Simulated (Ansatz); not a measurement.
# SrIr2: the cost of one run

Program: Ansatz 0.2.0. Level of theory: DFT r2SCAN, scalar-relativistic, plane waves, PAW. These are calculated values, not measurements.

The COD entry's cell or inner coordinates are ideal or old and differ from later refinements, so a difference from it is no clean test against experiment.

1 further run of the same task is left out (set aside as unsound or not needed).

## 1. The system as given

Symmetry: Fd-3m, No. 227, cubic system. The conventional cell has a = 7.697 Å, b = 7.697 Å, c = 7.697 Å, α = 90.00°, β = 90.00°, γ = 90.00°. Sr (site symmetry -43m) is surrounded by 12 Ir at 3.19 Å and 4 Sr at 3.33 Å. Around Ir (site symmetry -3m) lie 6 Ir at 2.72 Å and 6 Sr at 3.19 Å.

Coordinates:

```
CELL_PARAMETERS angstrom
0.00000 3.84835 3.84835
3.84835 0.00000 3.84835
3.84835 3.84835 0.00000
ATOMIC_POSITIONS crystal
Sr 0.00000 0.00000 0.00000
Sr 0.25000 0.25000 0.25000
Ir 0.62500 0.62500 0.62500
Ir 0.12500 0.62500 0.62500
Ir 0.62500 0.62500 0.12500
Ir 0.62500 0.12500 0.62500
```

This cell was relaxed beforehand with the same method: volume 19.00 Å³/atom, gap on the mesh none (metal).

## 2. Tight relaxation for the response runs, with the smearing for a metal

Response functions are second derivatives at a minimum, so forces and stress are first brought close to zero on the mesh and occupations that the response runs use.

The input, input.yaml:

```yaml
crystal:
  lattice:
    - [0.0, 3.8483517747, 3.8483517747]
    - [3.8483517747, 0.0, 3.8483517747]
    - [3.8483517747, 3.8483517747, 0.0]
  atoms:
    - { symbol: Sr, position: [0.0, 0.0, 0.0] }
    - { symbol: Sr, position: [0.25, 0.25, 0.25] }
    - { symbol: Ir, position: [0.625, 0.625, 0.625] }
    - { symbol: Ir, position: [0.125, 0.625, 0.625] }
    - { symbol: Ir, position: [0.625, 0.625, 0.125] }
    - { symbol: Ir, position: [0.625, 0.125, 0.625] }
basis:
  ecutwfc: 500
kpoints:
  mp_grid: { grid: [8, 8, 8] }
hamiltonian:
  xc: r2scan
scf:
  occupations: { method: fermi_dirac, width: 0.15 }
output:
  forces: true
  stress: true
  eigenvalues: true
relax:
  adjacent_minimum: "off"
  f_tol: 0.001
  max_steps: 60
  cell: { stress_tol: 0.01 }
```

Run with:

```console
$ ansatz run input.yaml --threads 4 --pin off --max-ram 10240MiB --backend cpu --events-out ev --progress --plain --runs-dir out
```

**Question.** How long does this run take on 4 threads of Intel Xeon 6975P-C (Granite Rapids), shared host, and how much memory does it need?

About 14 s, with a peak of 0.87 GiB.
